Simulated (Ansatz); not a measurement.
# CH₆AlFGe: how energies converge with the basis set

The task here is to estimate one member of a computed series from the others.

The runs use Ansatz 0.2.0, Gaussian basis; one geometry, several basis sets.

Levels to be run: PBE0-D4/def2-SVP; ωB97M-V/def2-SVP; PBE0-D4/def2-QZVPP; ωB97M-V/def2-QZVPP; the functionals' def2-TZVPP values are taken from earlier runs.

### Structure used throughout

An earlier PBE0-D4 in a triple-zeta def2 set relaxation fixed the geometry.

SMILES `[CH3][Al]([F])[GeH3]`, 10 atoms, charge 0, spin multiplicity 1.

Atoms are counted from 1 here; the program's logs count them from 0.

Bond lengths: C1–Al2 1.940 Å, C1–H5 1.095 Å, C1–H6 1.095 Å, C1–H7 1.092 Å, Al2–F3 1.656 Å, Al2–Ge4 2.472 Å, Ge4–H8 1.541 Å, Ge4–H9 1.541 Å, Ge4–H10 1.541 Å. Angles: Al2–C1–H5 110.6°, Al2–C1–H6 110.5°, Al2–C1–H7 112.5°, H5–C1–H6 106.7°, H5–C1–H7 108.2°, H6–C1–H7 108.0°, C1–Al2–F3 117.4°, C1–Al2–Ge4 127.9°, F3–Al2–Ge4 114.7°, Al2–Ge4–H8 111.7°, Al2–Ge4–H9 111.8°, Al2–Ge4–H10 112.3°, H8–Ge4–H9 106.7°, H8–Ge4–H10 107.0°, H9–Ge4–H10 107.0°.

Geometry (Å):

```xyz
10

C     0.0836    1.4973   -1.2999
Al    0.7429    0.2308    0.0139
F     2.3458    0.3202    0.4216
Ge   -0.5260   -1.5373    1.1867
H     0.6485    1.4139   -2.2338
H     0.2151    2.5240   -0.9433
H    -0.9747    1.3513   -1.5281
H     0.0481   -2.9381    0.8995
H    -0.4904   -1.3480    2.7154
H    -2.0100   -1.5653    0.7708
```

Set-up of the first run:

The input, in.yaml:

```yaml
crystal:
  periodic: [false, false, false]
  atoms:
    - {symbol: C, position_ang: [0.083568, 1.497300, -1.299866]}
    - {symbol: Al, position_ang: [0.742945, 0.230794, 0.013924]}
    - {symbol: F, position_ang: [2.345847, 0.320206, 0.421586]}
    - {symbol: Ge, position_ang: [-0.525960, -1.537260, 1.186655]}
    - {symbol: H, position_ang: [0.648510, 1.413865, -2.233764]}
    - {symbol: H, position_ang: [0.215145, 2.524049, -0.943254]}
    - {symbol: H, position_ang: [-0.974682, 1.351344, -1.528092]}
    - {symbol: H, position_ang: [0.048132, -2.938097, 0.899463]}
    - {symbol: H, position_ang: [-0.490363, -1.348015, 2.715439]}
    - {symbol: H, position_ang: [-2.010041, -1.565287, 0.770809]}
basis:
  gaussian: {orbitals: def2-SVP}
hamiltonian: {xc: pbe0, dispersion: d4}
output: {orbitals: {seedname: orbitals}}
```

On the command line:

```console
ansatz run in.yaml --threads 4 --pin off --events-out ev --progress --plain --max-ram 10444MiB
```

Steps of the session up to this table: PBE0-D4 in def2-SVP; ωB97M-V in def2-SVP; PBE0-D4 in def2-QZVPP; ωB97M-V in def2-QZVPP.

One table of the session follows, with a row left open; its other results are not shown here.

It belongs to the step «Functionals by basis». 

```
functional       basis  HOMO (eV)
   PBE0-D4    def2-SVP      -7.55
   PBE0-D4  def2-TZVPP      -7.57
   PBE0-D4  def2-QZVPP      -7.58
   ωB97M-V    def2-SVP          ?
   ωB97M-V  def2-TZVPP      -9.59
   ωB97M-V  def2-QZVPP      -9.60
```

Q: Estimate the row for ωB97M-V, def2-SVP from the others.

**Answer.** HOMO (eV): -9.55. In the column «HOMO (eV)» it lies between ωB97M-V, def2-TZVPP (-9.59) and PBE0-D4, def2-QZVPP (-7.58).
